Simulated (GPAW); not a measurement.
# CsLiCr2Te2S3 (R32) in GPAW: band structure with PBE+U

Aim: the band structure of CsLiCr2Te2S3 with PBE+U.

All numbers are computed with GPAW 26.7.0; they aren't measurements. Logs are shortened: lines on timing, memory, paths and dates and some standing lists are left out, and cuts for length are marked. The log counts tension as positive stress, the text compression.

## (1) The crystal as given

The structure is trigonal, space group R32 (No. 155). The conventional cell has a = 6.639 Å, b = 6.639 Å, c = 20.639 Å, α = 90.00°, β = 90.00°, γ = 120.00°. Around Cs (site symmetry 32) lie 6 Te at 3.84 Å and 6 S at 4.04 Å and 2 Cr at 4.16 Å. Li (site symmetry 32) is surrounded by 3 S at 2.41 Å. Cr (site symmetry 3) is surrounded by 3 S at 2.24 Å and 1 Te at 2.45 Å. Te (site symmetry 3) is surrounded by 1 Cr at 2.45 Å. S (site symmetry 2) has 2 Cr at 2.24 Å and 1 Li at 2.41 Å as nearest neighbours.

The cell was built by a generator and needn't be a form met in nature.

## (2) Band structure, PBE+U, collinear spin, ferromagnetic start

run.py

```python
from ase import Atoms
from ase.dft.bandgap import bandgap
from ase.io import write
from ase.units import GPa
from ase.parallel import parprint
from gpaw import GPAW, PW

atoms = Atoms(['Cs', 'Li', 'Cr', 'Cr', 'Te', 'Te', 'S', 'S', 'S'],
              cell=[[3.3192902327, 1.9163931094, 6.87982],
                    [-3.3192902327, 1.9163931094, 6.87982],
                    [0.0, -3.8327862188, 6.87982]],
              scaled_positions=[[0.0, 0.0, 0.0],
                                [0.5, 0.5, 0.5],
                                [0.79848, 0.79848, 0.79848],
                                [0.20152, 0.20152, 0.20152],
                                [0.6799, 0.6799, 0.6799],
                                [0.3201, 0.3201, 0.3201],
                                [0.13626, 0.86374, 0.5],
                                [0.5, 0.13626, 0.86374],
                                [0.86374, 0.5, 0.13626]],
              pbc=True)
atoms.set_initial_magnetic_moments([0.0, 0.0, 3.0, 3.0, 0.0, 0.0, 0.0, 0.0, 0.0])

calc = GPAW(mode=PW(800),
            xc='PBE',
            kpts={'size': (4, 4, 4), 'gamma': True},
            occupations={'name': 'fermi-dirac', 'width': 0.05},
            setups={'Cr': ':d,4.0'},
            nbands=49,
            convergence={'density': 1e-05, 'energy': 1e-05},
            maxiter=150,
            txt='gpaw.txt')
atoms.calc = calc
energy = atoms.get_potential_energy()
forces = atoms.get_forces()
stress = atoms.get_stress()
calc.write('gs.gpw')
write('result.traj', atoms)
parprint(f'Energy: {energy:.6f} eV')
parprint('Forces (eV/A):')
parprint(forces.round(4))
parprint('Stress (GPa):', (stress / GPa).round(3))
parprint('Moments:', calc.get_magnetic_moments().round(3))
parprint('Fermi level:', round(calc.get_fermi_level(), 4), 'eV')
parprint(f'Gap: {bandgap(calc)[0]:.4f} eV, direct: {bandgap(calc, direct=True)[0]:.4f} eV')

path = atoms.cell.bandpath('GLB1,BZGX,QFP1Z,LP', npoints=80, eps=1e-4)
bs_calc = calc.fixed_density(kpts=path, symmetry='off', nbands=88,
                             convergence={'bands': 'CBM+6.0', 'eigenstates': 1e-6}, txt='bands.txt')
bs = bs_calc.band_structure()
bs.write('bs.json')
parprint(f'Gap on the path: {bandgap(bs_calc)[0]:.4f} eV')
```

Potentials or basis: GPAW PAW data sets (gpaw-data 1.2.1), pw.

Run with:

```sh
OMP_NUM_THREADS=1 mpirun -n 8 gpaw python run.py
```

gpaw.txt:

```text
__  _  _
 | _ |_)|_||  |
 |__||  | ||/\| - 26.7.0

Input parameters:
  mode=PW(ecut=800.0),
  convergence={'density': 1e-05, 'energy': 1e-05},
  kpts=MonkhorstPack(size=(4, 4, 4), gamma=True),
  maxiter=150,
  nbands=49,
  occupations=Occupations(name='fermi-dirac', width=0.05),
  setups={'Cr': ':d,4.0'},
  xc=XC(name='PBE')

Diagonalizing LCAO Hamiltonian
Converting LCAO to pw mode

               Cr

               Te

                   S
        S      Li

                S

               Te

               Cr

               Cs

Atoms  # Å, Bohr magnetons
|   | symbol |         x |         y |         z |    initial magnetic moments |
|---|--------|-----------|-----------|-----------|-----------------------------|
| 0 |     Cs |  0.000000 |  0.000000 |  0.000000 | ( 0.0000,  0.0000,  0.0000) |
| 1 |     Li |  0.000000 |  0.000000 | 10.319730 | ( 0.0000,  0.0000,  0.0000) |
| 2 |     Cr | -0.000000 |  0.000000 | 16.480196 | ( 0.0000,  0.0000,  3.0000) |
| 3 |     Cr | -0.000000 | -0.000000 |  4.159264 | ( 0.0000,  0.0000,  3.0000) |
| 4 |     Te | -0.000000 | -0.000000 | 14.032769 | ( 0.0000,  0.0000,  0.0000) |
| 5 |     Te |  0.000000 | -0.000000 |  6.606691 | ( 0.0000,  0.0000,  0.0000) |
| 6 |      S | -2.414717 | -0.000000 | 10.319730 | ( 0.0000,  0.0000,  0.0000) |
| 7 |      S |  1.207359 | -2.091206 | 10.319730 | ( 0.0000,  0.0000,  0.0000) |
| 8 |      S |  1.207359 |  2.091206 | 10.319730 | ( 0.0000,  0.0000,  0.0000) |

Unit cell  # Å
| periodic |         x |         y |        z |  lengths |    angles |
|----------|-----------|-----------|----------|----------|-----------|
|      yes |  3.319290 |  1.916393 | 6.879820 | 7.875416 | 49.855481 |
|      yes | -3.319290 |  1.916393 | 6.879820 | 7.875416 | 49.855481 |
|      yes |  0.000000 | -3.832786 | 6.879820 | 7.875416 | 49.855481 |

Number of symmetries: 6
Symmetry operations  # r_c * U_cc + t_c -> r_c
|   | kind |            matrix            |
|---|------|------------------------------|
| 0 |  E   |  1, 0, 0,  0, 1, 0,  0, 0, 1 |
| 1 |  C3  |  0, 1, 0,  0, 0, 1,  1, 0, 0 |
| 2 |  C3  |  0, 0, 1,  1, 0, 0,  0, 1, 0 |
| 3 |  C2  |  0, 0,-1,  0,-1, 0, -1, 0, 0 |
| 4 |  C2  |  0,-1, 0, -1, 0, 0,  0, 0,-1 |
| 5 |  C2  | -1, 0, 0,  0, 0,-1,  0,-1, 0 |

BZ-sampling:
  Number of BZ points: 64
  Number of IBZ points: 13

  Monkhorst-Pack size: [4, 4, 4]
  Monkhorst-Pack shift: [0.125, 0.125, 0.125]

K-points  # in reciprocal-cell coordinates
|     |                                coordinates |     weight |
|-----|--------------------------------------------|------------|
|   0 | (  0.00000000,   0.00000000,   0.00000000) | 0.01562500 |
|   1 | (  0.25000000,   0.00000000,  -0.25000000) | 0.09375000 |
|   2 | (  0.25000000,   0.00000000,   0.00000000) | 0.09375000 |
|   3 | (  0.25000000,   0.25000000,  -0.25000000) | 0.09375000 |
|   4 | (  0.25000000,   0.25000000,   0.00000000) | 0.09375000 |
|   5 | (  0.25000000,   0.25000000,   0.25000000) | 0.03125000 |
|   6 | (  0.50000000,   0.00000000,   0.00000000) | 0.04687500 |
|   7 | (  0.50000000,   0.25000000,  -0.25000000) | 0.09375000 |
|   8 | (  0.50000000,   0.25000000,   0.00000000) | 0.18750000 |
|   9 | (  0.50000000,   0.25000000,   0.25000000) | 0.09375000 |
| ... |                                            |            |
|  12 | (  0.50000000,   0.50000000,   0.50000000) | 0.01562500 |

Plane wave coefficients: 13505
Cutoff: 800.0 eV

Spin-components: 2 (collinear spins)
Bands:           49
Projectors:      45
Spin-degeneracy: 1
Datatype:        complex128

Parallelization:
  kpt:    4
  domain: 2
  band:   1

Density:
  Valence electrons: 52.0
  Components: 2
  Grid points: [54 54 54]
  Charge: 0.0  # |e|

Potential:
  Grid points: [54 54 54]

species:
  Cs:
    name:    Caesium
    Z:       55.0
    valence: 9
    core:    46
    charge:  0.0  # [|e|]
    compensation charges:
      type: gauss
      rc: 0.33  # [Å]
      lmax: 2
    cutoffs:
      filter: 2.06  # [Å]
      core: 2.51  # [Å]
    projectors
    | kind |    occ | energy [eV] | rcut [Å] |
    |------|--------|-------------|----------|
    |   5s |  2.000 |     -26.706 |    1.164 |
    |   6s |  1.000 |      -2.085 |    1.164 |
    |   5p |  6.000 |     -13.523 |    1.058 |
    |    p |        |      13.688 |    1.058 |
    |    d |        |       0.000 |    1.058 |

    Using partial waves for Cs as LCAO basis

  Li:
    name:    Lithium
    Z:       3.0
    valence: 1
    core:    2
    charge:  0.0  # [|e|]
    compensation charges:
      type: gauss
      rc: 0.33  # [Å]
      lmax: 2
    cutoffs:
      filter: 1.91  # [Å]
      core: 2.55  # [Å]
    projectors
    | kind |    occ | energy [eV] | rcut [Å] |
    |------|--------|-------------|----------|
    |   2s |  1.000 |      -2.874 |    1.058 |
    |   2p |  0.000 |      -1.090 |    1.058 |
    |    s |        |      24.337 |    1.058 |

    Using partial waves for Li as LCAO basis

  Cr:
    name:    Chromium
    Z:       24.0
    valence: 6
    core:    18
    charge:  0.0  # [|e|]
    Hubbard: {U: 4.0,  # eV
              l: 2,
              scale: True}
    compensation charges:
      type: gauss
      rc: 0.35  # [Å]
      lmax: 2
    cutoffs:
      filter: 2.14  # [Å]
      core: 3.04  # [Å]
    projectors
    | kind |    occ | energy [eV] | rcut [Å] |
    |------|--------|-------------|----------|
    |   4s |  1.000 |      -4.007 |    1.164 |
    |   4p |  0.000 |      -0.989 |    1.217 |
    |   3d |  5.000 |      -2.913 |    1.111 |
    |    s |        |      23.205 |    1.164 |
    |    p |        |      26.223 |    1.217 |
    |    d |        |      24.299 |    1.111 |

    Using partial waves for Cr as LCAO basis

  Te:
    name:    Tellurium
    Z:       52.0
    valence: 6
    core:    46
    charge:  0.0  # [|e|]
    compensation charges:
      type: gauss
      rc: 0.36  # [Å]
      lmax: 2
    cutoffs:
      filter: 2.09  # [Å]
      core: 3.17  # [Å]
    projectors
    | kind |    occ | energy [eV] | rcut [Å] |
    |------|--------|-------------|----------|
    |   5s |  2.000 |     -15.089 |    1.180 |
    |   5p |  4.000 |      -5.955 |    1.196 |
    |    s |        |      12.123 |    1.180 |
    |    p |        |      21.256 |    1.196 |
    |    d |        |       0.000 |    1.238 |

    Using partial waves for Te as LCAO basis

  S:
    name:    Sulfur
    Z:       16.0
    valence: 6
    core:    10
    charge:  0.0  # [|e|]
    compensation charges:
      type: gauss
      rc: 0.24  # [Å]
      lmax: 2
    cutoffs:
      filter: 1.77  # [Å]
      core: 1.66  # [Å]
    projectors
    | kind |    occ | energy [eV] | rcut [Å] |
    |------|--------|-------------|----------|
    |   3s |  2.000 |     -17.254 |    0.974 |
    |   3p |  4.000 |      -7.008 |    0.979 |
    |    s |        |       9.957 |    0.974 |
    |    p |        |      20.203 |    0.979 |
    |    d |        |       0.000 |    0.900 |

    Using partial waves for S as LCAO basis

Reference energy: -671321.845766  # eV

eigensolver:
  PPCG
  Converge bands: occupied
  niter=2

density mixing:
  MSR1-Mixer
  Pratt-step length: 0.05
  Maximum mixing coefficient: 0.75
  Old densities: 10
  SVD Regularization: 0.005
  Good broyden scale: 1.0
  Trust region scale: 1.0
  Backstep threshold: 4.0
  History deletion threshold: 6.0
  Fourier metric: weight=20.0, sigma=0.015

occupation numbers:
  Fermi-Dirac:
    width: 0.0500  # eV

poisson solver:
  ecut: 6400.0  # eV

xc functional:
  name: PBE with 2 nearest neighbor stencil

convergence criteria:
- Maximum integral of absolute [dens]ity change: 1e-05 electrons / valence electron
- Maximum [total energy] change in last 3 cyles: 1e-05 eV / valence electron
- Maximum integral of absolute [eigenst]ate change: 4e-08 eV^2 / valence electron
maximum number of iterations: 150

SCF iterations
|iter     | |      energy | eigst |  dens |  magmom |
|---------|-|-------------|-------|-------|---------|
|iter:   1| |  -42.425403 | +0.31 |       |  +5.9880|
|iter:   2| |  -40.277759 | -1.23 | -0.65 |  +6.0360|
|iter:   3| |  -39.783555 | -1.93 | -0.77 |  +5.9869|
|iter:   4| |  -40.463705 | -1.77 | -0.95 |  +5.4195|
|iter:   5| |  -40.911920 | -2.10 | -1.11 |  +5.0157|
|iter:   6| |  -41.015155 | -2.53 | -1.54 |  +4.7084|
|iter:   7| |  -41.010879 | -3.01 | -1.82 |  +4.6458|
|iter:   8| |  -41.023358 | -3.75 | -2.04 |  +4.4634|
|iter:   9| |  -41.028043 | -4.28 | -2.40 |  +4.3332|
|iter:  10| |  -41.029540 | -4.79 | -2.79 |  +4.2638|
|iter:  11| |  -41.030041 | -5.31 | -3.15 |  +4.2243|
|iter:  12| |  -41.030067 | -6.20 | -3.84 |  +4.2219|
|iter:  13| |  -41.030082c| -6.86 | -4.19 |  +4.2210|
|iter:  14| |  -41.030090c| -7.27 | -4.52 |  +4.2208|
|iter:  15| |  -41.030088c| -7.88c| -5.07c|  +4.2210|

Converged in 15 steps
Energy contributions relative to reference atoms: (reference = -671321.845766)

Energy contributions:
  Kinetic:          62.320431
  Coulomb:         -65.534074
  Zero:              0.813524
  External:          0.000000
  Xc:              -38.613277
  Entropy:          -0.033383
  Spinorbit:         0.000000
  ----------------------------
  Free energy:     -41.046780
  Extrapolated:    -41.030088

dipole moment: (-0.000000, -0.000000, -116.078780)  # |e|*Ang

Total magnetic moment: (0.000000, 0.000000, 4.220970)

Local magnetic moments
|        x |        y |         z |
|----------|----------|-----------|
| 0.000000 | 0.000000 | -0.012851 |  # Cs   0
| 0.000000 | 0.000000 | -0.001435 |  # Li   1
| 0.000000 | 0.000000 |  3.212439 |  # Cr   2
| 0.000000 | 0.000000 |  3.212439 |  # Cr   3
| 0.000000 | 0.000000 | -0.413305 |  # Te   4
| 0.000000 | 0.000000 | -0.413305 |  # Te   5
| 0.000000 | 0.000000 | -0.229200 |  # S    6
| 0.000000 | 0.000000 | -0.229200 |  # S    7
| 0.000000 | 0.000000 | -0.229200 |  # S    8

Fermi level: 3.338
Eigenvalues  # (at kpt = [0.000, 0.000, 0.000])
| band index |      eig [eV] | occ [0-1] |      eig [eV] | occ [0-1] |
|------------|---------------|-----------|---------------|-----------|
|          0 |       -17.561 |     1.000 |       -17.577 |     1.000 |
|        ... |               |           |               |           |
|         18 |         0.555 |     1.000 |         1.712 |     1.000 |
|         19 |         0.593 |     1.000 |         1.712 |     1.000 |
|         20 |         0.756 |     1.000 |         2.048 |     1.000 |
|         21 |         1.117 |     1.000 |         2.075 |     1.000 |
|         22 |         1.189 |     1.000 |         3.311 |     0.630 |
|         23 |         1.189 |     1.000 |         3.311 |     0.630 |
[... 8 lines left out ...]
|         32 |         5.169 |     0.000 |         8.312 |     0.000 |
|         33 |         5.169 |     0.000 |         8.635 |     0.000 |
|        ... |               |           |               |           |
|         48 |        12.307 |     0.000 |        12.177 |     0.000 |

No gap
No difference between direct/indirect transitions

Forces  # eV/Ang
|        x |        y |        z |
|----------|----------|----------|
|  0.00000 |  0.00000 |  0.00000 |  # Cs   0
|  0.00000 |  0.00000 | -0.00000 |  # Li   1
|  0.00000 | -0.00000 |  0.46322 |  # Cr   2
|  0.00000 |  0.00000 | -0.46322 |  # Cr   3
| -0.00000 | -0.00000 | -1.44840 |  # Te   4
|  0.00000 |  0.00000 |  1.44840 |  # Te   5
|  0.82072 |  0.00000 |  0.00000 |  # S    6
| -0.41036 |  0.71077 | -0.00000 |  # S    7
| -0.41036 | -0.71077 | -0.00000 |  # S    8

Stress tensor  # eV/Ang^3
|         x |         y |         z |
|-----------|-----------|-----------|
| -0.022945 |  0.000000 | -0.000000 |
|  0.000000 | -0.022945 | -0.000000 |
| -0.000000 | -0.000000 | -0.029585 |

# Writing to gs.gpw (mode='')
```

Wall time 11 min (8 MPI ranks of AMD EPYC 7R43 (Zen 3), shared host); peak memory 1.1 GiB.

What came out:

```
Free energy             : -41.0468 eV
Pressure                : 4.0 GPa
Largest force           : 1.448 eV/Å
Band gap along the path : none (metal or under the smearing width)
Net moment              : 4.22 μB per cell
Site moments            : Cs -0.01; Li -0.00; Cr +3.21; Te -0.41; S -0.23 μB
```

Forces on the atoms (eV/Å):
```
Cs   0.000  0.000  0.000
Li   0.000  0.000  0.000
Cr   0.000  0.000  0.463
Cr   0.000  0.000 -0.463
Te   0.000  0.000 -1.448
Te   0.000  0.000  1.448
S    0.821  0.000  0.000
S   -0.410  0.711  0.000
S   -0.410 -0.711  0.000
```

Stress tensor (GPa, compression positive):
```
3.68 0.00 0.00
0.00 3.68 0.00
0.00 0.00 4.74
```

Levels at the corners of the path, in eV from the Fermi level:
Spin up:
```tsv
point	band 26	band 27	band 28	band 29	band 30	band 31
Γ	-0.67	-0.60	-0.60	0.14	0.50	0.50
L	-0.64	-0.55	-0.28	0.29	0.79	0.82
B1	-0.83	-0.33	-0.24	0.21	0.26	0.76
B	-0.83	-0.33	-0.24	0.21	0.26	0.76
Z	-1.18	-0.65	-0.65	-0.59	0.92	0.92
Γ	-0.67	-0.60	-0.60	0.14	0.50	0.50
X	-0.78	-0.35	-0.11	0.13	0.30	0.78
Q	-0.78	-0.35	-0.11	0.13	0.30	0.78
F	-0.84	-0.52	-0.16	0.08	0.26	0.38
P1	-0.81	-0.58	-0.31	0.19	0.36	0.50
Z	-1.18	-0.65	-0.65	-0.59	0.92	0.92
L	-0.64	-0.55	-0.28	0.29	0.79	0.82
P	-0.81	-0.58	-0.31	0.19	0.36	0.50
```
Spin down:
```tsv
point	band 22	band 23	band 24	band 25	band 26	band 27
Γ	-1.26	-0.03	-0.03	3.07	3.21	3.21
L	-1.24	-0.64	-0.40	3.24	3.34	3.72
B1	-1.10	-0.66	0.00	3.27	3.34	3.53
B	-1.10	-0.66	0.00	3.27	3.34	3.53
Z	-1.35	-0.36	-0.36	3.19	3.19	3.30
Γ	-1.26	-0.03	-0.03	3.07	3.21	3.21
X	-1.02	-0.69	0.02	3.30	3.39	3.56
Q	-1.02	-0.69	0.02	3.30	3.39	3.56
F	-1.15	-0.44	-0.13	3.12	3.32	3.46
P1	-1.20	-0.47	-0.23	3.12	3.30	3.45
Z	-1.35	-0.36	-0.36	3.19	3.19	3.30
L	-1.24	-0.64	-0.40	3.24	3.34	3.72
P	-1.20	-0.47	-0.23	3.12	3.30	3.45
```

Caveat: spin-orbit coupling is left out, which moves the levels of the heavy elements; only a ferromagnetic start was run, and an antiferromagnetic order may lie lower in energy; forces of over 1 eV/Å show positions far from the minimum, so gaps and moduli don't describe the material at rest.
